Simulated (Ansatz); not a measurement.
# ZnCu2SnSe4: the cost of one run

Code: Ansatz 0.2.0. PAW datasets, plane waves, zero pressure. Calculated at 0 K for a non-magnetic cell.

### Step 1. Starting point

The symmetry is I-42m (No. 121, tetragonal); a = 5.688 Å, c = 11.338 Å in the conventional setting, 22.93 Å³ an atom. Near Zn stand 4 Se at 2.43 Å; near Cu stand 4 Se at 2.44 Å; near Sn stand 4 Se at 2.54 Å; near Se stand 1 Zn at 2.43 Å and 2 Cu at 2.44 Å and 1 Sn at 2.54 Å.

As a file:

```cif
data_structure
_symmetry_space_group_name_H-M 'I-42m'
_symmetry_Int_Tables_number 121
_cell_length_a 5.6882
_cell_length_b 5.6882
_cell_length_c 11.3378
_cell_angle_alpha 90.000
_cell_angle_beta 90.000
_cell_angle_gamma 90.000
_cell_volume 366.84
loop_
_atom_site_label
_atom_site_type_symbol
_atom_site_symmetry_multiplicity
_atom_site_Wyckoff_symbol
_atom_site_fract_x
_atom_site_fract_y
_atom_site_fract_z
_atom_site_occupancy
Zn1 Zn 2 a 0.00000 0.00000 0.00000 1
Cu1 Cu 4 d 0.00000 0.50000 0.25000 1
Sn1 Sn 2 b 0.50000 0.50000 0.00000 1
Se1 Se 8 i 0.25870 0.25870 0.37140 1
```

### Step 2. PBE: cell and atoms

input.yaml reads:

```yaml
crystal:
  lattice:
    - [-2.8441, 2.8441, 5.6689]
    - [2.8441, -2.8441, 5.6689]
    - [2.8441, 2.8441, -5.6689]
  atoms:
    - { symbol: Zn, position: [0.0, 0.0, 0.0] }
    - { symbol: Cu, position: [0.75, 0.25, 0.5] }
    - { symbol: Cu, position: [0.25, 0.75, 0.5] }
    - { symbol: Sn, position: [0.5, 0.5, 0.0] }
    - { symbol: Se, position: [0.6301, 0.6301, 0.5174] }
    - { symbol: Se, position: [0.3699, 0.8873, 0.0] }
    - { symbol: Se, position: [0.1127, 0.1127, 0.4826] }
    - { symbol: Se, position: [0.8873, 0.3699, 0.0] }
kpoints:
  mp_grid: { grid: [6, 6, 6] }
hamiltonian:
  xc: pbe
scf:
  occupations: { method: fermi_dirac, width: 0.02 }
relax:
  f_tol: 0.005
  cell: {}
```

Command:

```sh
> ansatz run input.yaml --threads 2 --pin off --max-ram 29491MiB --backend cpu --events-out ev --progress --plain --runs-dir out
```

**Question.** How long does this run take on 2 threads of AMD EPYC 7R13 (Zen 3), shared host, and how much memory does it need?

About 80 s, with a peak of 0.88 GiB.
